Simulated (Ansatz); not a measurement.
# FeSb2: the cost of one run

Program: Ansatz 0.2.0. Level of theory: DFT PBEsol, scalar-relativistic, plane waves, PAW. These are calculated values, not measurements.

### 1 The starting structure

The structure is orthorhombic, space group Pnnm (No. 58). Conventional cell: a = 5.823 Å, b = 6.523 Å, c = 3.194 Å, α = 90.00°, β = 90.00°, γ = 90.00°. Fe (site symmetry 2/m) is surrounded by 6 Sb at 2.57 to 2.59 Å. Sb (site symmetry m) is surrounded by 3 Fe at 2.57 to 2.59 Å and 1 Sb at 2.88 Å.

Coordinates:

```xyz
6
Lattice="5.8230 0.0000 0.0000 0.0000 6.5230 0.0000 0.0000 0.0000 3.1940" Properties=species:S:1:pos:R:3 pbc="T T T"
Fe    0.0000    0.0000    0.0000
Fe    2.9115    3.2615    1.5970
Sb    1.0959    4.1989    0.0000
Sb    4.7271    2.3241    0.0000
Sb    4.0074    5.5856    1.5970
Sb    1.8156    0.9374    1.5970
```

The structure comes from the Crystallography Open Database.

(A quick probe on a coarse mesh, which set the mesh and smearing, is not shown.)

### 3 The relaxation

File input.yaml:

```yaml
crystal:
  lattice:
    - [5.823, 0.0, 0.0]
    - [0.0, 6.523, 0.0]
    - [0.0, 0.0, 3.194]
  atoms:
    - { symbol: Fe, position: [0.0, 0.0, 0.0], spin: 0.87 }
    - { symbol: Fe, position: [0.5, 0.5, 0.5], spin: 0.87 }
    - { symbol: Sb, position: [0.1882, 0.6437, 0.0] }
    - { symbol: Sb, position: [0.8118, 0.3563, 0.0] }
    - { symbol: Sb, position: [0.6882, 0.8563, 0.5] }
    - { symbol: Sb, position: [0.3118, 0.1437, 0.5] }
basis:
  ecutwfc: 420
kpoints:
  mp_grid: { grid: [6, 6, 12] }
hamiltonian:
  xc: pbesol
scf:
  occupations: { method: gaussian, width: 0.1 }
output:
  forces: true
  stress: true
  eigenvalues: true
  populations: true
magnetization:
  spin_polarized: true
relax:
  adjacent_minimum: "off"
  f_tol: 0.005
  max_steps: 80
  cell: { stress_tol: 0.05 }
```

Started as:

```sh
ansatz run input.yaml --threads 2 --pin off --max-ram 5120MiB --backend cpu --events-out ev --progress --plain --runs-dir out
```

**Question.** How long does this run take on 2 threads of Intel Xeon 6975P-C (Granite Rapids), shared host, and how much memory does it need?

About 3.6 min, with a peak of 1.2 GiB.
